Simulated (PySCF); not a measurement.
# A diatomic session: NiF

One table from this session's results is given with a row withheld; the runs are named, their logs left out.

Method: Ni def2-TZVPPD, F def2-TZVPPD, no relativity; program: PySCF 2.14.0.

The first run:

A driver script around PySCF takes these settings:

```yaml
atoms: Ni, F
charge: 0
basis: Ni def2-TZVPPD, F def2-TZVPPD
Hamiltonian: no relativity
basis_functions: 107
electrons_treated: 37
masses_in_u: 57.9353, 18.9984
levels: PBE0, PBE, r²SCAN, r²SCANh, B3LYP, PW91, M06-2X, r²SCAN0, CAM-B3LYP, HF, MP2, SCS-MP2
grid: 80 radial by 434 angular points
occupations: held fixed by the projection of orbital angular momentum
dissociation_limit: Ni + F, each in its ground configuration
starting_distance_in_angstrom: 1.670
values_of_2S_to_try: 1, 3, 5
```

Command:

```console
$ OMP_NUM_THREADS=2 python dia.py task.json out
```

Among the steps run: The job; The PBE0 curve of the state that the search chose; Higher solutions at PBE0; PBE; r²SCAN; r²SCANh (hybrid meta-GGA); B3LYP (global hybrid GGA); PW91 (GGA); M06-2X (hybrid meta-GGA); r²SCAN0 (hybrid meta-GGA); CAM-B3LYP (range-separated hybrid); UHF (mean field).

One of the session's tables, all rows but one given; the rest of the session is left out.

Energy (eV) from each level's lowest point:

```
R (Å)    UHF  UHF-MP2  UHF-SCS-MP2    PBE   PW91
1.526  1.438    0.886        1.005  0.821  0.806
1.597  0.729    0.386        0.459  0.335  0.325
1.669  0.304    0.116        0.154  0.087  0.081
1.722      ?        ?            ?      ?      ?
1.775  0.028    0.000        0.000  0.000  0.000
1.828  0.000    0.031        0.016  0.040  0.043
1.899  0.040    0.132        0.100  0.150  0.157
1.988  0.173    0.325        0.276  0.345  0.355
2.095  0.407    0.612        0.547  0.624  0.639
2.236  0.777    1.036        0.955  1.024  1.043
```

Q: Estimate the row for R (Å) = 1.722 from the others.

Worked estimate for «UHF». A straight line through the neighbours (1.669, 0.304) and (1.775, 0.028) gives 0.304 + (0.028 − 0.304) × (1.722 − 1.669) / (1.775 − 1.669) = 0.166; a parabola fitted to 4 rows on both sides gives 0.119.

The run gave: UHF: 0.122; UHF-MP2: 0.023; UHF-SCS-MP2: 0.040; PBE: 0.010; PW91: 0.007. In «UHF» the line misses by +0.044 and the parabola by -0.003.

Caveats from the session: The state is the lowest single determinant that the PBE0 search found; with open d or f shells the true ground state can be another one.
